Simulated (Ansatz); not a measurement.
# GaNP: the cost of one run

Computed with Ansatz 0.2.0, Gaussian basis. Level: cc-pVTZ, core rule «outside noble gas», up to 20 orbitals frozen.

To be run: UHF; CCSD(T) on ROHF; CCSD(T) on UHF; BCCD(T) on ROHF; CCSDT(Q) on ROHF; CCSDT(Q) on UHF.

7 further runs of the same task are left out: 4 for a known fault of the program, 3 set aside as unsound or not needed. Runs told in other sessions of the task aren't counted.

**1. What is computed**

The geometry is a PBE0/def2-TZVP stationary point (not a proven minimum) of the parent state, kept for this charge and spin. No spin-orbit coupling is included. The filled d shell of Ga may be among the frozen orbitals whatever the setting's name suggests.

3 atoms, charge 0, spin multiplicity 2.

Atoms are counted from 1 here; the program's logs count them from 0.

Bond lengths: Ga1–P2 2.418 Å, Ga1–N3 1.835 Å, P2–N3 1.712 Å. Angles: P2–Ga1–N3 44.9°, Ga1–P2–N3 49.2°, Ga1–N3–P2 85.9°.

**2. UHF**

in.yaml reads:

```yaml
crystal:
  periodic: [false, false, false]
  atoms:
    - {symbol: Ga, position_ang: [0.000000, 0.093764, 0.821607]}
    - {symbol: P, position_ang: [0.000000, 0.284432, -1.589191]}
    - {symbol: N, position_ang: [0.000000, -1.095724, -0.575558]}
basis:
  gaussian: {orbitals: cc-pVTZ}
magnetization: {spin_polarized: true, initial_magnetization: 1}
hamiltonian: {xc: hf}
output: {orbitals: {seedname: orbitals}}
```

On the command line:

```
ansatz run in.yaml --threads 1 --pin off --events-out ev --progress --plain --max-ram 4096MiB --backend cpu
```

**Question.** How long does this run take on 1 thread of AMD EPYC 7R13, shared host, and how much memory does it need?

About 20 s, with a peak of 0.25 GiB.
